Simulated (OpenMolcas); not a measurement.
# GeTe (SMILES [Ge][Te]): CCSD(T)/def2-SVP (core potential)

What is the vertical singlet–triplet gap of GeTe at CCSD(T)/def2-SVP (core potential)? 

Program for the calculation: OpenMolcas 26.06.

1 further run of the same task is left out (set aside as unsound or not needed).

## Step 1: The system as given

The species is GeTe (2 atoms), meant as a singlet with charge 0. SMILES: `[Ge][Te]`. The bond length is the measured one.

Bond lengths: Ge1–Te2 2.340 Å.

## Step 2: A single-point energy at CCSD(T)/def2-SVP (core potential)

File struct.xyz:

```xyz
2

Ge     0.000000     0.000000     0.000000
Te     0.000000     0.000000     2.340165
```

File job.input:

```
>>> EXPORT MOLCAS_PRINT=2
&gateway
baslib = $CurrDir
coord = struct.xyz
basis = def2-SVP
group = NoSym
&seward
&scf
prorbitals = 0
&rasscf
fileorb = $Project.ScfOrb
spin = 1
nactel = 0 0 0
inactive = 28
ras2 = 0
outorbitals = Canonical
orblisting = Nothing
&motra
jobiph
frozen = 13
&ccsdt
cct
triples = 2
iterations = 50
extrapolation = 5 4
```

The basis set def2-SVP is read from a file made from the Basis Set Exchange's data (not shown).

The run is started by

```bash
$ export MOLCAS_MEM=1860
$ pymolcas job.input > job.log
```

Standard output:

```text
--- Start Module: gateway ---
[...]
--- Stop Module: gateway /rc=_RC_ALL_IS_WELL_ ---
[...]
      Basis functions           58
[...]
       Convergence after  12 Iterations
[...]
::    Total SCF energy                              -2342.1313651932
[...]
      Total spin, S                                     0.0000000000
[...]
      Number of active orbitals                  0
[...]
      Spin quantum number                      0.0
[...]
      Active orbitals                            0
[...]
      Number of CSFs                             1
[...]
      Number of root(s) required                 1
[...]
      Convergence after  4 iterations
[...]
      Natural orbitals and occupation numbers for root  1
      ************************************************************************************************************************
      *                                                    Final results                                                     *
      ************************************************************************************************************************
[...]
::    RASSCF root number  1 Total energy:  -2342.13136519
[...]
      Total electronic charge=   56.000000
      Total            charge=   -0.000000
[...]
      Dipole Moment (debye):
      Origin of the operator (angstrom)=    0.0000    0.0000    1.4915
                   X= -6.3792E-15               Y=  5.8312E-15               Z= -1.8419E+00           Total=  1.8419E+00
      Quadrupole Moment (debye*angstrom):
[...]
--- Start Module: motra ---
[...]
      *** WARNING: Default frozen orbitals is overwritten by user input.
      *** Default values:  14
[...]
--- Stop Module: motra /rc=_RC_ALL_IS_WELL_ ---
--- Start Module: ccsdt ---
[...]
      Convergence after                    16  Iterations
      Total energy (diff) :   -2342.45813251       0.00000000
[...]
 METHOD                       : CCSD+T(CCSD)+<T3(1)WT1> = CCSD(T)
[...]
       CCSD     =     -2342.4581325096042
[...]
--- Stop Module: ccsdt /rc=_RC_ALL_IS_WELL_ ---
[...]
```

Wall time 11 s (1 thread of Arm Neoverse V2, shared host); peak memory 0.39 GiB.

## Step 3: The triplet

struct.xyz is that of step 2.

File job.input:

```
&GATEWAY
  BasLib=$CurrDir
  Coord=struct.xyz
  Basis=def2-SVP
  Group=NoSym

&SEWARD

&SCF
  UHF
  Spin=3
  PrOrbitals=0

&RASSCF
  FileOrb=$Project.UnaOrb
  Spin=3
  Nactel=2 0 0
  Inactive=27
  Ras2=2
  OutOrbitals=Canonical
  OrbListing=Nothing

&MOTRA
  JobIph
  Frozen=13

&CCSDT
  CCT
  Triples=3
  Iterations=50
  Extrapolation=5 4
```

The basis set def2-SVP is read from a file made from the Basis Set Exchange's data (not shown).

The run is started by

```bash
$ export MOLCAS_MEM=1860
$ pymolcas job.input > job.log
```

Standard output:

```text
--- Start Module: gateway ---
[...]
--- Stop Module: gateway /rc=_RC_ALL_IS_WELL_ ---
[...]
      Basis functions           58
[...]
       Convergence after  30 Iterations
[...]
::    Total SCF energy                              -2342.0529663191
[...]
      Total spin, S                                     1.0276620330
[...]
      Number of active orbitals                  2
[...]
      Spin quantum number                      1.0
[...]
      Active orbitals                            2
[...]
      Number of CSFs                             1
[...]
      Number of root(s) required                 1
[...]
      Convergence after 15 iterations
[...]
      printout of CI-coefficients larger than  0.05 for root  1
      energy=   -2342.046002
      conf/sym  11     Coeff  Weight
             1  uu   1.00000 1.00000
      Natural orbitals and occupation numbers for root  1
      sym 1:   1.000000   1.000000
      ************************************************************************************************************************
      *                                                    Final results                                                     *
[...]
::    RASSCF root number  1 Total energy:  -2342.04600156
[...]
      Total electronic charge=   56.000000
      Total            charge=   -0.000000
[...]
      Dipole Moment (debye):
      Origin of the operator (angstrom)=    0.0000    0.0000    1.4915
                   X=  5.6163E-08               Y=  9.2640E-09               Z= -2.0449E+00           Total=  2.0449E+00
      Quadrupole Moment (debye*angstrom):
[...]
--- Start Module: motra ---
[...]
      *** WARNING: Default frozen orbitals is overwritten by user input.
      *** Default values:  14
[...]
--- Stop Module: motra /rc=_RC_ALL_IS_WELL_ ---
--- Start Module: ccsdt ---
[...]
      Convergence after                    17  Iterations
      Total energy (diff) :   -2342.35819866       0.00000002
[...]
 METHOD                       : CCSD+T(CCSD)+<T3(1)WT1>+<T3(1)UT2> = CCSD(T)
[...]
       CCSD     =     -2342.3581986574045
[...]
--- Stop Module: ccsdt /rc=_RC_ALL_IS_WELL_ ---
[...]
```

It took 13 s on 1 thread of Arm Neoverse V2, shared host; peak memory 0.39 GiB.

## Step 4: Summary of results

At CCSD(T)/def2-SVP (core potential), 13 core orbitals frozen:

| quantity | value |
| --- | --- |
| singlet: total energy | -2342.47376 Eh |
| singlet: dipole moment (mean-field density) | 1.84 D |
| singlet: HOMO energy (Hartree–Fock orbitals) | -8.86 eV |
| singlet: LUMO energy (Hartree–Fock orbitals) | 0.21 eV |
| singlet: HOMO–LUMO gap (Hartree–Fock orbitals) | 9.06 eV |
| singlet: correlation energy (13 core orbitals frozen) | -342.4 mEh |
| singlet: (T) correction | -15.63 mEh |
| triplet: total energy | -2342.37106 Eh |
| triplet: (T) correction | -12.86 mEh |
| vertical energy of the triplet above the singlet | 2.795 eV |

What this shows: At this shape the triplet lies 2.79 eV (270 kJ/mol) above the singlet. The triples (singlet) make up 4.6 % of the correlation energy.
